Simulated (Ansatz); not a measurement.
**AsH2 (doublet): the correlation ladder at scale of all distances = 1.000, cc-pVDZ**

How much of the correlation energy of AsH2 (doublet) does each wave-function method recover here?

Method: cc-pVDZ, core rule «outside noble gas», up to 14 orbitals frozen; program: Ansatz 0.2.0, Gaussian basis.

To be run: UHF; CCSD(T) on ROHF; CCSD(T) on UHF; BCCD(T) on ROHF; CISD; CCSDT(Q) on ROHF; CCSDT(Q) on UHF; CASSCF and MRCISD+Q, 3 electrons in 3 orbitals; CASSCF and NEVPT2, 3 electrons in 3 orbitals; CASSCF and MRCISD+Q, 7 electrons in 6 orbitals; CASSCF and NEVPT2, 7 electrons in 6 orbitals; Full CI.

22 further runs of the same task are left out: 4 for a known fault of the program, 12 that didn't finish, 6 set aside as unsound or not needed.

## (1) The geometry

The geometry derives from a PBE0/def2-TZVP stationary point (not a proven minimum). All distances are scaled together. No spin-orbit coupling is included. The filled d shell of As may be among the frozen orbitals whatever the setting's name suggests; the logs give the count.

3 atoms, charge 0, spin multiplicity 2.

Atoms are counted from 1 here; the program's logs count them from 0.

Bond lengths: As1–H2 1.526 Å, As1–H3 1.526 Å. Angles: H2–As1–H3 90.7°.

## (2) UHF

in.yaml reads:

```yaml
crystal:
  periodic: [false, false, false]
  atoms:
    - {symbol: As, position_ang: [0.000000, -0.028104, 0.000000]}
    - {symbol: H, position_ang: [0.000000, 1.044500, -1.085896]}
    - {symbol: H, position_ang: [0.000000, 1.044492, 1.085904]}
basis:
  gaussian: {orbitals: cc-pVDZ}
magnetization: {spin_polarized: true, initial_magnetization: 1}
hamiltonian: {xc: hf}
output: {orbitals: {seedname: orbitals}}
```

Started as:

```
ansatz run in.yaml --threads 1 --pin off --events-out ev --progress --plain --max-ram 2393MiB
```

The runs that follow: CCSD(T) on ROHF; CCSD(T) on UHF; BCCD(T) on ROHF; CISD; CCSDT(Q) on ROHF; CCSDT(Q) on UHF; CASSCF and MRCISD+Q, 3 electrons in 3 orbitals; CASSCF and NEVPT2, 3 electrons in 3 orbitals; CASSCF and MRCISD+Q, 7 electrons in 6 orbitals; CASSCF and NEVPT2, 7 electrons in 6 orbitals; Full CI.

Q: Predict the results of all the runs planned. Wanted: FCI below the RHF energy; RMP2 from FCI; UMP2 from FCI; RCCSD from FCI; RCCSD(T) from FCI; UCCSD(T) from FCI; RCCSDT(Q) from FCI; UCCSDT(Q) from FCI; NEVPT2 pair from FCI.

As calculated:

| quantity | value |
| --- | --- |
| FCI below the RHF energy | -3.5312 eV |
| RMP2 from FCI | +740.9 meV |
| UMP2 from FCI | +745.9 meV |
| RCCSD from FCI | +87.2 meV |
| RCCSD(T) from FCI | +17.2 meV |
| UCCSD(T) from FCI | +14.3 meV |
| RCCSDT(Q) from FCI | +0.2 meV |
| UCCSDT(Q) from FCI | -2.7 meV |
| NEVPT2 pair from FCI | +695.9 meV |
| MRCISD+Q pair from FCI | -21.6 meV |
| NEVPT2 valence from FCI | +615.3 meV |
| levels within 1 kcal/mol (43 meV) | RCCSD(T), UCCSD(T), BCCD(T), RCCSDT, UCCSDT, RCCSDT(Q), UCCSDT(Q), MRCISD+Q pair, MRCISD+Q valence |
| T1 diagnostic | 0.017 |
| effectively unpaired electrons | 1.04 |

**Reading.** RCCSD(T) lands +17.2 meV from the yardstick (0.5 % of the correlation energy). UCCSDT(Q), MRCISD+Q pair, MRCISD+Q valence fall below full CI: unrestricted runs freeze a spin-polarised core, another one than full CI's, and coupled cluster isn't variational. One determinant dominates. Of the multireference levels listed MRCISD+Q valence comes nearest in total energy (-11.9 meV), which doesn't show that its space is the better one. These misses are within one basis, not against nature; the frozen cores of restricted and unrestricted runs differ, which can shift their rows.
